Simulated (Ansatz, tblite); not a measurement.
# The cluster Sn5H2: a ladder of methods and basis sets

How do method and basis change the picture of the cluster Sn5H2 (singlet)?

Computed with Ansatz 0.2.0, Gaussian basis. Level: as each input shows.

Levels to be run: GFN1-xTB, GFN2-xTB, PBE-D4/def2-TZVP, r2SCAN-D4/def2-TZVP, HSE06-D4/def2-TZVP, r2SCAN0-D4/def2-TZVP, LDA/def2-TZVP, PBE-D4/def2-SVP, PBE0-D4/def2-SVP, CCSD(T)/def2-SVP, MP2/def2-TZVP.

1 further run of the same task is left out (set aside as unsound or not needed). Runs told in other sessions of the task aren't counted.

## 1. The structure

The geometry is that of the singlet, from an earlier relaxation (PBE-D4/def2-SVP). At that level it is the lowest of the isomers that a small search found.

7 atoms, charge 0, spin multiplicity 1.

Bond lengths: Sn1–Sn2 2.927 Å, Sn1–Sn3 2.852 Å, Sn1–Sn4 2.960 Å, Sn1–Sn5 2.960 Å, Sn1–H6 1.729 Å, Sn2–Sn4 3.161 Å, Sn2–Sn5 3.160 Å, Sn2–H7 1.999 Å, Sn3–Sn4 3.036 Å, Sn3–Sn5 3.035 Å. Angles: Sn2–Sn1–Sn3 113.8°, Sn2–Sn1–Sn4 64.9°, Sn2–Sn1–Sn5 64.9°, Sn2–Sn1–H6 104.0°, Sn3–Sn1–Sn4 62.9°, Sn3–Sn1–Sn5 62.9°, Sn3–Sn1–H6 142.2°, Sn4–Sn1–Sn5 72.8°, Sn4–Sn1–H6 140.1°, Sn5–Sn1–H6 140.0°, Sn1–Sn2–Sn4 58.0°, Sn1–Sn2–Sn5 58.1°, Sn1–Sn2–H7 80.1°, Sn4–Sn2–Sn5 67.5°, Sn4–Sn2–H7 43.7°, Sn5–Sn2–H7 43.7°, Sn1–Sn3–Sn4 60.3°, Sn1–Sn3–Sn5 60.3° and more.

As a file:

```tsv
atom	x (Å)	y (Å)	z (Å)
Sn1	-0.86506	1.03927	-0.08187
Sn2	-1.16015	-1.72927	0.82054
Sn3	1.76764	1.68830	-0.96738
Sn4	0.53292	-0.97533	-1.73962
Sn5	1.39241	-0.00485	1.52346
H6	-2.44102	1.71811	0.13304
H7	0.77326	-1.73624	0.31184
```

Sn takes a core potential in the def2 sets. No spin-orbit coupling is included.

PBE0-D4/def2-TZVP was run before; its log isn't repeated, and its numbers join the tables.

## 2. GFN1-xTB

Tight binding, by tblite at 300 K electronic temperature and without a spin-polarisation term:

```python
tblite.interface.Calculator('GFN1-xTB', numbers, positions, charge=0, uhf=0).singlepoint()
```

Energy -371.0140 eV, HOMO -9.36 eV, LUMO -7.31 eV; 0.007 s.

## 3. GFN2-xTB

Tight binding, by tblite at 300 K electronic temperature and without a spin-polarisation term:

```python
tblite.interface.Calculator('GFN2-xTB', numbers, positions, charge=0, uhf=0).singlepoint()
```

Energy -317.0068 eV, HOMO -9.52 eV, LUMO -7.68 eV; 0.01 s.

## 4. PBE-D4/def2-TZVP

start.molden holds the orbitals of an earlier run on this state, given as this run's starting guess.

in.yaml

```yaml
crystal:
  periodic: [false, false, false]
  atoms:
    - {symbol: Sn, position_ang: [-0.865062, 1.039269, -0.081867]}
    - {symbol: Sn, position_ang: [-1.160151, -1.729269, 0.820536]}
    - {symbol: Sn, position_ang: [1.767639, 1.688302, -0.967379]}
    - {symbol: Sn, position_ang: [0.532922, -0.975329, -1.739619]}
    - {symbol: Sn, position_ang: [1.392407, -0.004849, 1.523455]}
    - {symbol: H, position_ang: [-2.441021, 1.718111, 0.133044]}
    - {symbol: H, position_ang: [0.773265, -1.736236, 0.311840]}
basis:
  gaussian: {orbitals: def2-TZVP, initial_orbitals: start.molden}
hamiltonian: {xc: pbe, dispersion: d4}
scf: {omitted_lower_state_checks: [starts]}
output: {forces: true, orbitals: {seedname: orbitals}}
```

The run is started by

```sh
$ ansatz run in.yaml --threads 4 --pin off --events-out ev --progress --plain --max-ram 4787MiB
```

Standard output:

```text
Functional definition: PBE
  name "PBE"
  cite "Perdew, Burke & Ernzerhof, Phys. Rev. Lett. 77, 3865 (1996) doi:10.1103/PhysRevLett.77.3865"
  parent pbe
  parameter kappa = 0.804
  parameter beta = 0.06672455060314922
  exchange = pbe_x(kappa = kappa, mu = beta*pi^2/3)
  correlation = pbe_c(beta = beta)
these checks for a lower state are left out or cut short: starts
2028 factors; their error is unknown
mean field evaluation 1: about -29193.7338 eV, gradient 8.5e0 eV
mean field evaluation 2: about -29193.8922 eV, gradient 1.8e-1 eV
mean field evaluation 4: about -29193.8774 eV, gradient 5.4e-4 eV
mean field -29193.87743356 eV, -1072.8552073626 hartree, gradient 2.6e-5 eV, S^2 0.000000; 0 other end points of the search recorded, 0 dependent functions left out
the calculation of the forces begins
reference -29193.87748038 eV, -1072.8552090832 hartree; 56, 56 occupied and 206, 206 virtual orbitals, 2028 factors
Total energy: -29194.35792973 eV, -1072.8728652709 hartree
Atom 0 at    -0.865062     1.039269    -0.081867 Å, force     0.041431    -0.038307     0.001056 eV/Å
Atom 1 at    -1.160151    -1.729269     0.820536 Å, force     0.114159     0.068722    -0.050639 eV/Å
Atom 2 at     1.767639     1.688302    -0.967379 Å, force    -0.074185    -0.067867     0.039534 eV/Å
Atom 3 at     0.532922    -0.975329    -1.739619 Å, force    -0.035077     0.052678     0.124051 eV/Å
Atom 4 at     1.392407    -0.004849     1.523455 Å, force    -0.094445    -0.014516    -0.101348 eV/Å
Atom 5 at    -2.441021     1.718111     0.133044 Å, force     0.091509    -0.045694    -0.010858 eV/Å
Atom 6 at     0.773265    -1.736236     0.311840 Å, force    -0.043391     0.044985    -0.001795 eV/Å
Dipole moment:     0.007540    -0.095732     0.026393 e Å
Checks for a lower state left out: starts
```

Run time: 6 s. Hardware: 4 threads of Arm Neoverse V1, shared host.

HOMO -4.86 eV, LUMO -2.93 eV.

## 5. r2SCAN-D4/def2-TZVP

Edit in.yaml of step 4 so:

```diff
@@ -12,4 +12,4 @@
   gaussian: {orbitals: def2-TZVP, initial_orbitals: start.molden}
-hamiltonian: {xc: pbe, dispersion: d4}
+hamiltonian: {xc: r2scan, dispersion: d4}
 scf: {omitted_lower_state_checks: [starts]}
-output: {forces: true, orbitals: {seedname: orbitals}}
+output: {orbitals: {seedname: orbitals}}
```

Same command.

Standard output:

```text
Functional definition: r2SCAN
  name "r2SCAN"
  cite "Furness, Kaplan, Ning, Perdew & Sun, J. Phys. Chem. Lett. 11, 8208 (2020) doi:10.1021/acs.jpclett.0c02405"
  cite "Furness, Kaplan, Ning, Perdew & Sun, J. Phys. Chem. Lett. 11, 9248 (2020) doi:10.1021/acs.jpclett.0c03077"
  parent r2scan
  parameter k0 = 0.174
  parameter k1 = 0.065
  parameter a1 = 4.9479
  exchange = r2scan_x(k0 = k0, k1 = k1, a1 = a1)
  correlation = r2scan_c
these checks for a lower state are left out or cut short: starts
2028 factors; their error is unknown
mean field evaluation 1: about -29204.6577 eV, gradient 7.9e0 eV
mean field evaluation 2: about -29204.7523 eV, gradient 1.1e-1 eV
mean field evaluation 4: about -29204.7419 eV, gradient 2.3e-4 eV
mean field -29204.74190237 eV, -1073.2544692270 hartree, gradient 2.1e-5 eV, S^2 0.000000; 0 other end points of the search recorded, 0 dependent functions left out
reference -29204.74191768 eV, -1073.2544697898 hartree; 56, 56 occupied and 206, 206 virtual orbitals, 2028 factors
Total energy: -29204.82893299 eV, -1073.2576675433 hartree
Checks for a lower state left out: starts
```

Run time: 12 s. Hardware: 4 threads of Arm Neoverse V1, shared host; peak memory 0.56 GiB.

From the report: HOMO -5.07 eV, LUMO -2.92 eV.

## 6. HSE06-D4/def2-TZVP

Edit in.yaml of step 5 so:

```diff
@@ -12,3 +12,3 @@
   gaussian: {orbitals: def2-TZVP, initial_orbitals: start.molden}
-hamiltonian: {xc: r2scan, dispersion: d4}
+hamiltonian: {xc: hse06, dispersion: d4}
 scf: {omitted_lower_state_checks: [starts]}
```

Launched as before.

Standard output:

```text
Functional definition: HSE06
  name "HSE06"
  cite "Heyd, Scuseria & Ernzerhof, J. Chem. Phys. 118, 8207 (2003) doi:10.1063/1.1564060"
  cite "Krukau, Vydrov, Izmaylov & Scuseria, J. Chem. Phys. 125, 224106 (2006) doi:10.1063/1.2404663"
  cite "Heyd & Scuseria, J. Chem. Phys. 120, 7274 (2004) doi:10.1063/1.1668634"
  cite "Ernzerhof & Perdew, J. Chem. Phys. 109, 3313 (1998) doi:10.1063/1.476928"
  cite "Perdew, Burke & Ernzerhof, Phys. Rev. Lett. 77, 3865 (1996) doi:10.1103/PhysRevLett.77.3865"
  parent pbe
  parameter a = 0.25
  parameter omega = 0.11/bohr
  # The whole range is PBE's own exchange, as in plane waves. The composition of these papers is wPBEh.
  exchange = pbe_x - a*pbe_x_sr(omega) + a*exact_x_sr(omega)
  correlation = pbe_c
these checks for a lower state are left out or cut short: starts
2393 factors; their error is unknown
119 factors; integrals over basis functions are off by at most 3.0e-7 eV
mean field evaluation 1: about -29194.0627 eV, gradient 5.0e-1 eV
mean field evaluation 2: about -29194.0640 eV, gradient 1.3e-3 eV
mean field evaluation 4: about -29194.4526 eV, gradient 2.0e-4 eV
mean field -29194.45260957 eV, -1072.8763446911 hartree, gradient 1.6e-5 eV, S^2 0.000000; 0 other end points of the search recorded, 0 dependent functions left out
reference -29194.45265675 eV, -1072.8763464249 hartree; 56, 56 occupied and 206, 206 virtual orbitals, 2393 factors
Total energy: -29194.86288215 eV, -1072.8914219302 hartree
Checks for a lower state left out: starts
```

Run time: 12 s. Hardware: 4 threads of Arm Neoverse V1, shared host; peak memory 1.5 GiB.

HOMO -5.22 eV, LUMO -2.74 eV.

## 7. r2SCAN0-D4/def2-TZVP

Edit in.yaml of step 6 so:

```diff
@@ -12,3 +12,3 @@
   gaussian: {orbitals: def2-TZVP, initial_orbitals: start.molden}
-hamiltonian: {xc: hse06, dispersion: d4}
+hamiltonian: {xc: {name: r2SCAN0}, dispersion: d4}
 scf: {omitted_lower_state_checks: [starts]}
```

Launched as before.

Standard output:

```text
Functional definition: r2SCAN0
  name "r2SCAN0"
  cite "Bursch, Neugebauer, Ehlert & Grimme, J. Chem. Phys. 156, 134105 (2022) doi:10.1063/5.0086040"
  cite "Furness, Kaplan, Ning, Perdew & Sun, J. Phys. Chem. Lett. 11, 8208 (2020) doi:10.1021/acs.jpclett.0c02405"
  cite "Furness, Kaplan, Ning, Perdew & Sun, J. Phys. Chem. Lett. 11, 9248 (2020) doi:10.1021/acs.jpclett.0c03077"
  parent r2scan
  parameter a = 0.25
  parameter k0 = 0.174
  parameter k1 = 0.065
  parameter a1 = 4.9479
  exchange = (1 - a)*r2scan_x(k0 = k0, k1 = k1, a1 = a1) + a*exact_x
  correlation = r2scan_c
these checks for a lower state are left out or cut short: starts
2393 factors; their error is unknown
mean field evaluation 1: about -29200.2968 eV, gradient 3.8e0 eV
mean field evaluation 2: about -29200.3221 eV, gradient 3.0e-2 eV
mean field evaluation 4: about -29200.7129 eV, gradient 1.9e-4 eV
mean field -29200.71290352 eV, -1073.1064062503 hartree, gradient 2.2e-5 eV, S^2 0.000000; 0 other end points of the search recorded, 0 dependent functions left out
reference -29200.71291575 eV, -1073.1064066998 hartree; 56, 56 occupied and 206, 206 virtual orbitals, 2393 factors
Total energy: -29200.83294242 eV, -1073.1108175985 hartree
Checks for a lower state left out: starts
```

Run time: 18 s. Hardware: 4 threads of Arm Neoverse V1, shared host; peak memory 1.4 GiB.

Report: HOMO -5.72 eV, LUMO -2.42 eV.

## 8. LDA/def2-TZVP

Edit in.yaml of step 7 so:

```diff
@@ -12,3 +12,3 @@
   gaussian: {orbitals: def2-TZVP, initial_orbitals: start.molden}
-hamiltonian: {xc: {name: r2SCAN0}, dispersion: d4}
+hamiltonian: {xc: lda}
 scf: {omitted_lower_state_checks: [starts]}
```

Same command.

Standard output:

```text
Functional definition: SPW92
  name "SPW92"
  cite "Dirac, Proc. Camb. Phil. Soc. 26, 376 (1930) doi:10.1017/S0305004100016108"
  cite "Slater, Phys. Rev. 81, 385 (1951) doi:10.1103/PhysRev.81.385"
  cite "Perdew & Wang, Phys. Rev. B 45, 13244 (1992) doi:10.1103/PhysRevB.45.13244"
  exchange = slater_x
  correlation = pw_c
these checks for a lower state are left out or cut short: starts
2028 factors; their error is unknown
mean field evaluation 1: about -29148.4818 eV, gradient 1.8e1 eV
mean field evaluation 2: about -29149.0451 eV, gradient 5.1e-1 eV
mean field evaluation 4: about -29149.0329 eV, gradient 1.2e-1 eV
mean field -29149.03297012 eV, -1071.2072037277 hartree, gradient 3.2e-5 eV, S^2 0.000000; 0 other end points of the search recorded, 0 dependent functions left out
reference -29149.03301468 eV, -1071.2072053654 hartree; 56, 56 occupied and 206, 206 virtual orbitals, 2028 factors
Total energy: -29149.03301468 eV, -1071.2072053654 hartree
Checks for a lower state left out: starts
```

Run time: 2.8 s. Hardware: 4 threads of Arm Neoverse V1, shared host.

From the report: HOMO -5.05 eV, LUMO -3.15 eV.

## 9. PBE-D4/def2-SVP

Edit in.yaml of step 8 so:

```diff
@@ -11,4 +11,4 @@
 basis:
-  gaussian: {orbitals: def2-TZVP, initial_orbitals: start.molden}
-hamiltonian: {xc: lda}
+  gaussian: {orbitals: def2-SVP, initial_orbitals: start.molden}
+hamiltonian: {xc: pbe, dispersion: d4}
 scf: {omitted_lower_state_checks: [starts]}
```

Launched as before.

Standard output:

```text
Functional definition: PBE
  name "PBE"
  cite "Perdew, Burke & Ernzerhof, Phys. Rev. Lett. 77, 3865 (1996) doi:10.1103/PhysRevLett.77.3865"
  parent pbe
  parameter kappa = 0.804
  parameter beta = 0.06672455060314922
  exchange = pbe_x(kappa = kappa, mu = beta*pi^2/3)
  correlation = pbe_c(beta = beta)
these checks for a lower state are left out or cut short: starts
1571 factors; their error is unknown
mean field evaluation 1: about -29192.5518 eV, gradient 4.4e1 eV
mean field evaluation 2: about -29192.9574 eV, gradient 8.1e-1 eV
mean field evaluation 4: about -29192.9533 eV, gradient 5.6e-2 eV
mean field -29192.95333109 eV, -1072.8212472231 hartree, gradient 2.1e-5 eV, S^2 0.000000; 0 other end points of the search recorded, 0 dependent functions left out
reference -29192.95336796 eV, -1072.8212485779 hartree; 56, 56 occupied and 84, 84 virtual orbitals, 1571 factors
Total energy: -29193.43381730 eV, -1072.8389047656 hartree
Checks for a lower state left out: starts
```

Wall time 2.5 s (4 threads of Arm Neoverse V1, shared host).

Report: HOMO -4.87 eV, LUMO -2.92 eV.

## 10. PBE0-D4/def2-SVP

Edit in.yaml of step 9 so:

```diff
@@ -12,3 +12,3 @@
   gaussian: {orbitals: def2-SVP, initial_orbitals: start.molden}
-hamiltonian: {xc: pbe, dispersion: d4}
+hamiltonian: {xc: pbe0, dispersion: d4}
 scf: {omitted_lower_state_checks: [starts]}
```

Launched as before.

Standard output:

```text
Functional definition: PBE0
  name "PBE0"
  cite "Adamo & Barone, J. Chem. Phys. 110, 6158 (1999) doi:10.1063/1.478522"
  cite "Perdew, Burke & Ernzerhof, Phys. Rev. Lett. 77, 3865 (1996) doi:10.1103/PhysRevLett.77.3865"
  parent pbe
  parameter a = 0.25
  parameter kappa = 0.804
  parameter beta = 0.06672455060314922
  exchange = (1 - a)*pbe_x(kappa = kappa, mu = beta*pi^2/3) + a*exact_x
  correlation = pbe_c(beta = beta)
these checks for a lower state are left out or cut short: starts
1812 factors; integrals over basis functions are off by at most 5.3e-4 eV
mean field evaluation 1: about -29193.4309 eV, gradient 4.3e1 eV
mean field evaluation 2: about -29193.6616 eV, gradient 3.1e-1 eV
mean field evaluation 4: about -29193.7433 eV, gradient 8.0e-4 eV
mean field -29193.74329204 eV, -1072.8502777525 hartree, gradient 2.4e-5 eV, S^2 0.000000; 0 other end points of the search recorded, 0 dependent functions left out
reference -29193.74331963 eV, -1072.8502787663 hartree; 56, 56 occupied and 84, 84 virtual orbitals, 1812 factors
Total energy: -29194.15869738 eV, -1072.8655436172 hartree
Checks for a lower state left out: starts
```

Wall time 4.8 s (4 threads of Arm Neoverse V1, shared host).

Report: HOMO -5.60 eV, LUMO -2.41 eV.

## 11. CCSD(T)/def2-SVP

Edit in.yaml of step 10 so:

```diff
@@ -12,3 +12,3 @@
   gaussian: {orbitals: def2-SVP, initial_orbitals: start.molden}
-hamiltonian: {xc: pbe0, dispersion: d4}
+correlation: {method: ccsd_t}
 scf: {omitted_lower_state_checks: [starts]}
```

Same command.

Standard output:

```text
Functional definition: HF
  name "HF"
  cite "Fock, Z. Phys. 61, 126 (1930) doi:10.1007/BF01340294"
  parent pbe
  exchange = exact_x
  correlation = 0
these checks for a lower state are left out or cut short: starts
1812 factors; integrals over basis functions are off by at most 5.3e-4 eV
mean field evaluation 1: about -29059.6131 eV, gradient 4.3e1 eV
mean field evaluation 2: about -29060.7198 eV, gradient 1.8e0 eV
mean field evaluation 4: about -29060.7901 eV, gradient 1.9e-1 eV
mean field evaluation 8: about -29060.7903 eV, gradient 5.2e-6 eV
mean field -29060.79028604 eV, -1067.9643449009 hartree, gradient 5.2e-6 eV, S^2 0.000000; 0 other end points of the search recorded, 0 dependent functions left out
20 core orbitals not correlated: weight in the atoms' cores, before any rotation towards them, 1.000 or more for the frozen orbitals, at most 0.000 for the correlated occupied ones
reference -29060.79028604 eV, -1067.9643449009 hartree; 36, 36 occupied and 84, 84 virtual orbitals, 1812 factors
second order -14.74955651 eV of doubles, -0.00000000 eV of singles
cycle   1  -14.45090499 eV  change    3.0e-1 eV  update   1.9e-1
cycle   2  -15.13183516 eV  change   -6.8e-1 eV  update   6.3e-2
cycle   3  -15.29782364 eV  change   -1.7e-1 eV  update   3.3e-2
cycle   4  -15.28636943 eV  change    1.1e-2 eV  update   1.2e-2
cycle   5  -15.28331524 eV  change    3.1e-3 eV  update   7.5e-3
cycle   6  -15.28362485 eV  change   -3.1e-4 eV  update   3.1e-3
cycle   7  -15.28231082 eV  change    1.3e-3 eV  update   1.4e-3
cycle   8  -15.28272622 eV  change   -4.2e-4 eV  update   5.2e-4
cycle   9  -15.28306737 eV  change   -3.4e-4 eV  update   2.0e-4
cycle  10  -15.28294364 eV  change    1.2e-4 eV  update   1.0e-4
cycle  11  -15.28296962 eV  change   -2.6e-5 eV  update   4.6e-5
perturbative correction -1.04531249 eV, -0.0384145254 hartree
Total energy: -29077.11856815 eV, -1068.5643982008 hartree
Checks for a lower state left out: starts
```

Run time: 75 s. Hardware: 4 threads of Arm Neoverse V1, shared host; peak memory 1.4 GiB.

Hartree-Fock HOMO -6.99 eV, LUMO -0.03 eV; T1 0.015.

## 12. MP2/def2-TZVP

Edit in.yaml of step 11 so:

```diff
@@ -11,4 +11,4 @@
 basis:
-  gaussian: {orbitals: def2-SVP, initial_orbitals: start.molden}
-correlation: {method: ccsd_t}
+  gaussian: {orbitals: def2-TZVP, initial_orbitals: start.molden}
+correlation: {method: mp2}
 scf: {omitted_lower_state_checks: [starts]}
```

Launched as before.

Standard output:

```text
Functional definition: HF
  name "HF"
  cite "Fock, Z. Phys. 61, 126 (1930) doi:10.1007/BF01340294"
  parent pbe
  exchange = exact_x
  correlation = 0
these checks for a lower state are left out or cut short: starts
2506 factors; integrals over basis functions are off by at most 8.4e-4 eV
mean field evaluation 1: about -29060.1275 eV, gradient 2.1e1 eV
mean field evaluation 2: about -29061.3030 eV, gradient 9.9e-1 eV
mean field evaluation 4: about -29061.6737 eV, gradient 2.9e-2 eV
mean field evaluation 8: about -29061.6738 eV, gradient 1.7e-6 eV
mean field -29061.67384811 eV, -1067.9968152079 hartree, gradient 2.3e-6 eV, S^2 0.000000; 0 other end points of the search recorded, 0 dependent functions left out
20 core orbitals not correlated: weight in the atoms' cores, before any rotation towards them, 1.000 or more for the frozen orbitals, at most 0.000 for the correlated occupied ones
reference -29061.67384811 eV, -1067.9968152079 hartree; 36, 36 occupied and 206, 206 virtual orbitals, 2506 factors
second order -44.45699098 eV of doubles, -0.00000000 eV of singles
Total energy: -29106.13083908 eV, -1069.6305794922 hartree
Checks for a lower state left out: starts
```

It took 14 s on 4 threads of Arm Neoverse V1, shared host; peak memory 1.2 GiB.

Report: Hartree-Fock HOMO -6.96 eV, LUMO -0.03 eV.

## 13. Levels side by side

```tsv
level	functions	HOMO (eV)	LUMO (eV)	gap (eV)	time
LDA/def2-TZVP	262	-5.05	-3.15	1.91	2.8 s
PBE-D4/def2-SVP	140	-4.87	-2.92	1.95	2.5 s
PBE-D4/def2-TZVP	262	-4.86	-2.93	1.93	6 s
r2SCAN-D4/def2-TZVP	262	-5.07	-2.92	2.15	12 s
PBE0-D4/def2-SVP	140	-5.60	-2.41	3.19	4.8 s
PBE0-D4/def2-TZVP	262	-5.57	-2.39	3.17	13 s
r2SCAN0-D4/def2-TZVP	262	-5.72	-2.42	3.30	18 s
HSE06-D4/def2-TZVP	262	-5.22	-2.74	2.48	12 s
```

Energy pieces by basis (eV):

```tsv
basis	HF	MP2 correlation	CCSD correlation	(T)	total
def2-SVP	-29060.7903	-14.7496	-15.2830	-1.0453	-29077.1186
def2-TZVP	-29061.6738	-44.4570			-29106.1308 (MP2)
```

The correlation energy is far from converged in these sets, so it jumps between bases; where outer-core shells are correlated, the sets cover them unevenly.

## 14. Binding energy

Free atoms were run apart at each level; binding is atoms less cluster, divided by the number of atoms, without zero-point or spin-orbit terms.

Differences are taken before rounding.

```tsv
method	binding an atom (eV)	from CCSD(T)/def2-SVP (eV)	time
HF/def2-SVP	1.108	-0.930	
HF/def2-TZVP	1.157	-0.881	
LDA/def2-TZVP	2.866	+0.828	2.8 s
PBE-D4/def2-SVP	2.416	+0.378	2.5 s
PBE-D4/def2-TZVP	2.437	+0.399	6 s
r2SCAN-D4/def2-TZVP	2.350	+0.312	12 s
PBE0-D4/def2-SVP	2.307	+0.269	4.8 s
PBE0-D4/def2-TZVP	2.338	+0.300	13 s
r2SCAN0-D4/def2-TZVP	2.272	+0.234	18 s
HSE06-D4/def2-TZVP	2.342	+0.303	12 s
MP2/def2-SVP	2.124	+0.086	
MP2/def2-TZVP	2.364	+0.326	14 s
CCSD/def2-SVP	1.918	-0.120	
CCSD(T)/def2-SVP	2.038	0	75 s
```

Among the levels timed on like hardware and quicker than the yardstick, those that no quicker one beats, quickest first: PBE-D4/def2-SVP (2.5 s, +0.378 eV); PBE0-D4/def2-SVP (4.8 s, +0.269 eV); r2SCAN0-D4/def2-TZVP (18 s, +0.234 eV).

## 15. Outcome

```
                                                 quantity                                value
gap in def2-TZVP, named functionals, smallest and largest  1.91 eV (LDA), 3.30 eV (r2SCAN0-D4)
                     correlation energy, CCSD(T)/def2-SVP                            -16.33 eV
                        correlation energy, MP2/def2-TZVP                            -44.46 eV
                        binding an atom, CCSD(T)/def2-SVP                             2.038 eV
          PBE0 total energy, smallest basis above largest        0.86 eV (def2-SVP, def2-TZVP)
```

In words: Over the named functionals in def2-TZVP the gap runs from 1.91 eV (LDA) to 3.30 eV (r2SCAN0-D4); exact exchange widens it. The functionals in def2-TZVP miss CCSD(T)/def2-SVP by +0.234 (r2SCAN0-D4) to +0.828 eV (LDA) an atom. The yardstick is in a double-zeta basis, so levels in larger sets aren't compared like for like. CCSD(T)/def2-SVP isn't at the basis-set limit; small misses against it rank nothing.

For cost: r2SCAN0-D4/def2-TZVP gets within 0.234 eV in 18 s, where CCSD(T)/def2-SVP took 75 s; the quickest level in the cost chart, PBE-D4/def2-SVP, takes 2.5 s and misses by 0.378 eV. The slowest run with a step of its own, CCSD(T)/def2-SVP, took 75 s; the quickest functional in def2-TZVP took 2.8 s (shared host).
